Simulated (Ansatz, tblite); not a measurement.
# C26H18F6: rung by rung

One table from this session's results is given with a row withheld; the runs are named, their logs left out.

Program: Ansatz 0.2.0, Gaussian basis. Level of theory: as each input shows. These are calculated values, not measurements.

The runs, in order: GFN1-xTB, GFN2-xTB, PBE-D4/def2-TZVP, r2SCAN-D4/def2-TZVP, PBE-D4/def2-SVP, PBE0-D4/def2-SVP.

1 further run of the same task is left out (set aside as unsound or not needed). Runs told in other sessions of the task aren't counted.

## The relaxed structure

The geometry is that of the singlet, from an earlier relaxation (PBE-D4/def2-SVP).

50 atoms, charge 0, spin multiplicity 1.

Bond lengths: F1–C2 1.359 Å, C2–F3 1.354 Å, C2–F4 1.359 Å, C2–C5 1.495 Å, C5–C6 1.352 Å, C5–H33 1.101 Å, C6–C7 1.462 Å, C6–H34 1.103 Å, C7–C8 1.414 Å, C7–C32 1.419 Å, C8–C9 1.396 Å, C8–H35 1.101 Å, C9–C10 1.417 Å, C9–H36 1.101 Å, C10–C11 1.457 Å, C10–C31 1.422 Å, C11–C12 1.365 Å, C11–H37 1.103 Å and more. Angles: F1–C2–F3 107.4°, F1–C2–F4 106.6°, F1–C2–C5 111.1°, F3–C2–F4 107.4°, F3–C2–C5 113.0°, F4–C2–C5 111.1°, C2–C5–C6 123.0°, C2–C5–H33 114.1°, C6–C5–H33 123.0°, C5–C6–C7 127.3°, C5–C6–H34 117.2°, C7–C6–H34 115.5°, C6–C7–C8 119.1°, C6–C7–C32 123.3°, C8–C7–C32 117.5°, C7–C8–C9 121.2°, C7–C8–H35 119.0°, C9–C8–H35 119.7° and more.

PBE0-D4/def2-TZVP was run before; its log isn't repeated, and its numbers join the tables.

The first run:

Tight binding, by tblite at 300 K electronic temperature and without a spin-polarisation term:

```python
tblite.interface.Calculator('GFN1-xTB', numbers, positions, charge=0, uhf=0).singlepoint()
```

Tight binding, by tblite at 300 K electronic temperature and without a spin-polarisation term:

```python
tblite.interface.Calculator('GFN2-xTB', numbers, positions, charge=0, uhf=0).singlepoint()
```

start.molden holds the orbitals of an earlier run on this state, given as this run's starting guess.

Contents of in.yaml:

```yaml
crystal:
  periodic: [false, false, false]
  atoms:
    - {symbol: F, position_ang: [-11.419590, 1.542580, -0.663923]}
    - {symbol: C, position_ang: [-10.887383, 0.550198, 0.096500]}
    - {symbol: F, position_ang: [-11.284786, -0.627277, -0.440204]}
    - {symbol: F, position_ang: [-11.462909, 0.651637, 1.323422]}
    - {symbol: C, position_ang: [-9.400707, 0.679393, 0.187306]}
    - {symbol: C, position_ang: [-8.551796, -0.288726, -0.224788]}
    - {symbol: C, position_ang: [-7.091114, -0.262778, -0.180033]}
    - {symbol: C, position_ang: [-6.367463, -1.378333, -0.662290]}
    - {symbol: C, position_ang: [-4.972004, -1.399225, -0.641662]}
    - {symbol: C, position_ang: [-4.225227, -0.305821, -0.137120]}
    - {symbol: C, position_ang: [-2.769571, -0.377002, -0.140991]}
    - {symbol: C, position_ang: [-1.901903, 0.581559, 0.295525]}
    - {symbol: C, position_ang: [-0.446886, 0.514109, 0.284919]}
    - {symbol: C, position_ang: [0.284296, -0.607248, -0.193260]}
    - {symbol: C, position_ang: [1.674052, -0.621836, -0.187525]}
    - {symbol: C, position_ang: [2.424782, 0.483628, 0.296822]}
    - {symbol: C, position_ang: [3.881530, 0.520315, 0.318239]}
    - {symbol: C, position_ang: [4.731622, -0.442148, -0.139737]}
    - {symbol: C, position_ang: [6.191636, -0.400508, -0.121752]}
    - {symbol: C, position_ang: [6.936709, 0.664334, 0.446907]}
    - {symbol: C, position_ang: [8.331487, 0.656412, 0.432775]}
    - {symbol: C, position_ang: [9.030129, -0.418437, -0.151036]}
    - {symbol: C, position_ang: [10.536204, -0.392049, -0.218051]}
    - {symbol: F, position_ang: [11.062380, -1.639683, -0.263766]}
    - {symbol: F, position_ang: [10.973213, 0.261943, -1.325710]}
    - {symbol: F, position_ang: [11.076128, 0.242448, 0.851095]}
    - {symbol: C, position_ang: [8.313248, -1.487665, -0.713581]}
    - {symbol: C, position_ang: [6.915893, -1.475151, -0.695856]}
    - {symbol: C, position_ang: [1.696400, 1.599191, 0.778217]}
    - {symbol: C, position_ang: [0.301698, 1.614424, 0.771490]}
    - {symbol: C, position_ang: [-4.955847, 0.813401, 0.348101]}
    - {symbol: C, position_ang: [-6.346156, 0.833558, 0.326892]}
    - {symbol: H, position_ang: [-9.058117, 1.631687, 0.619806]}
    - {symbol: H, position_ang: [-8.998185, -1.207137, -0.640829]}
    - {symbol: H, position_ang: [-6.920963, -2.243240, -1.060311]}
    - {symbol: H, position_ang: [-4.434023, -2.280609, -1.024818]}
    - {symbol: H, position_ang: [-2.357462, -1.314388, -0.551988]}
    - {symbol: H, position_ang: [-2.313935, 1.522447, 0.698794]}
    - {symbol: H, position_ang: [-0.254210, -1.485974, -0.576752]}
    - {symbol: H, position_ang: [2.196968, -1.512549, -0.564720]}
    - {symbol: H, position_ang: [4.309872, 1.441320, 0.749377]}
    - {symbol: H, position_ang: [4.304675, -1.356747, -0.585037]}
    - {symbol: H, position_ang: [6.414249, 1.511275, 0.915196]}
    - {symbol: H, position_ang: [8.892755, 1.486128, 0.886114]}
    - {symbol: H, position_ang: [8.856164, -2.333554, -1.159239]}
    - {symbol: H, position_ang: [6.360209, -2.317354, -1.136797]}
    - {symbol: H, position_ang: [2.249169, 2.470767, 1.162232]}
    - {symbol: H, position_ang: [-0.235370, 2.497887, 1.150220]}
    - {symbol: H, position_ang: [-4.417960, 1.684881, 0.749256]}
    - {symbol: H, position_ang: [-6.871891, 1.719948, 0.712573]}
basis:
  gaussian: {orbitals: def2-TZVP, fitting: {mean_field: def2-universal-jkfit}, initial_orbitals: start.molden}
hamiltonian: {xc: pbe, dispersion: d4}
scf: {omitted_lower_state_checks: [starts]}
output: {orbitals: {seedname: orbitals}}
```

Started as:

```sh
$ ansatz run in.yaml --threads 2 --pin off --events-out ev --progress --plain --max-ram 32768MiB --backend cuda --devices 0, --max-vram 18GiB
```

Among the steps run: PBE-D4/def2-TZVP; r2SCAN-D4/def2-TZVP; PBE-D4/def2-SVP; PBE0-D4/def2-SVP.

One table of the session follows, with a row left open; its other results are not shown here.

It belongs to the step «Binding energy». 

```
              level  binding an atom (eV)
    PBE-D4/def2-SVP                 5.440
   PBE-D4/def2-TZVP                 5.339
r2SCAN-D4/def2-TZVP                 5.159
   PBE0-D4/def2-SVP                     ?
  PBE0-D4/def2-TZVP                 5.203
```

Estimate the missing values for PBE0-D4/def2-SVP.

The run gave: binding an atom (eV): 5.299. In the column «binding an atom (eV)» it lies between PBE0-D4/def2-TZVP (5.203) and PBE-D4/def2-TZVP (5.339).

Limits of these values: Free atoms were run apart at each level; binding is atoms less cluster, divided by the number of atoms, without zero-point or spin-orbit terms.
